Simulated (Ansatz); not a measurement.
# CoPdO2 (R-3m): equation of state

An exercise on one series of results from a longer session: the logs are not shown, and one member is left open.

Computed with Ansatz 0.2.0 (DFT PBE, scalar-relativistic, plane waves, PAW, unless a step's input says otherwise).

Spin polarisation is switched off on purpose; where the compound carries moments, volume, stiffness and gap are then not the real material's.

### The starting structure

Symmetry: R-3m, No. 166, trigonal system. Conventional cell: a = 2.862 Å, b = 2.862 Å, c = 17.849 Å, α = 90.00°, β = 90.00°, γ = 120.00°. Co (site symmetry -3m) has 6 O at 1.91 Å as nearest neighbours. Pd (site symmetry -3m) has 2 O at 2.01 Å as nearest neighbours. Around O (site symmetry 3m) lie 3 Co at 1.91 Å and 1 Pd at 2.01 Å.

Coordinates:

```
Co Pd O
1.0
     1.43083    0.82609    5.94974
    -1.43083    0.82609    5.94974
     0.00000   -1.65219    5.94974
Co Pd O
1 1 2
Direct
  0.50000 0.50000 0.50000
  0.00000 0.00000 0.00000
  0.88717 0.88717 0.88717
  0.11283 0.11283 0.11283
```

This cell comes from an earlier session at PBE: 10.549 Å³/atom at 0.00 GPa, on a 14×14×14 mesh.

Volume factors to run: 0.980, 1.020, 0.960, 1.040.

Set-up of the first run:

File input.yaml:

```yaml
crystal:
  lattice:
    - [1.421231722, 0.8205485173, 5.9098039788]
    - [-1.421231722, 0.8205485173, 5.9098039788]
    - [0.0, -1.6410970345, 5.9098039788]
  atoms:
    - { symbol: Co, position: [0.5, 0.5, 0.5] }
    - { symbol: Pd, position: [0.0, 0.0, 0.0] }
    - { symbol: O, position: [0.8871652545, 0.8871652545, 0.8871652545] }
    - { symbol: O, position: [0.1128347455, 0.1128347455, 0.1128347455] }
basis:
  ecutwfc: 420
  ecutrho_ratio: 4
kpoints:
  mp_grid: { grid: [14, 14, 14] }
hamiltonian:
  xc: pbe
scf:
  occupations: { method: gaussian, width: 0.05 }
output:
  forces: true
  stress: true
  eigenvalues: true
relax:
  f_tol: 0.01
  max_steps: 40
  cell: { stress_tol: 0.1, fix: [volume] }
```

Started as:

```console
$ ansatz run input.yaml --threads 1 --pin off --max-ram 2560MiB --backend cpu --events-out ev --progress --plain --runs-dir out
```

Among the steps run: Volume × 0.980; Scaling the volume by 1.020; Volume × 0.960; At 1.040 of the relaxed volume.

One table of the session follows, with a row left open; its other results are not shown here.

It belongs to the step «The fit». 

```
volume (Å³/atom)  energy (meV/atom)  pressure (GPa)
          10.127              11.14            8.80
          10.338                  ?               ?
          10.549               0.00            0.00
          10.760               2.49           -3.71
          10.971               9.59           -7.01
```

Estimate the missing values for volume (Å³/atom) = 10.338.

Worked estimate for «energy (meV/atom)». A straight line through the neighbours (10.127, 11.14) and (10.549, 0.00) gives 11.14 + (0.00 − 11.14) × (10.338 − 10.127) / (10.549 − 10.127) = 5.57; a parabola fitted to 3 rows on both sides gives 2.88.

The run gave: energy (meV/atom): 2.67; pressure (GPa): 4.15. In «energy (meV/atom)» the line misses by +2.90 and the parabola by +0.21.
